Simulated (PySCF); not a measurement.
# Br2Ti (TiBr2): the cost of one run

Programs: PySCF 2.14.0, with routines of our own; each step states its level. All values are computed. Atoms count from 0.

## (1) The system as given

3 atoms, charge 0, states of the metal's open shell are computed; geometry from: model start, shaken.

## (2) Geometry optimisation at PBE0-D3(BJ)/def2-TZVP

Job settings and geometry (Å):

```
{"job": {"xc": "PBE0", "basis": "def2-TZVP", "d3": "d3bj", "grid": 1, "maxiter": 45, "kind": "geom"}, "charge": 0, "metal": "Ti", "open_shell": "d2"}
Ti     0.000020     0.004480    -0.004110
Br    -0.013360    -0.006820     2.465130
Br     0.000900     0.020100    -2.487380
```

Launch:

```console
> OMP_NUM_THREADS=1 python lf_run.py task.json out
```

One launch serves the whole session: the jobs run in the order shown.

Q: Estimate the wall time and peak memory of this first job on 1 thread of Intel Xeon Platinum 8259CL at 2.50GHz, shared host.

About 62 s, with a peak of 0.62 GiB.
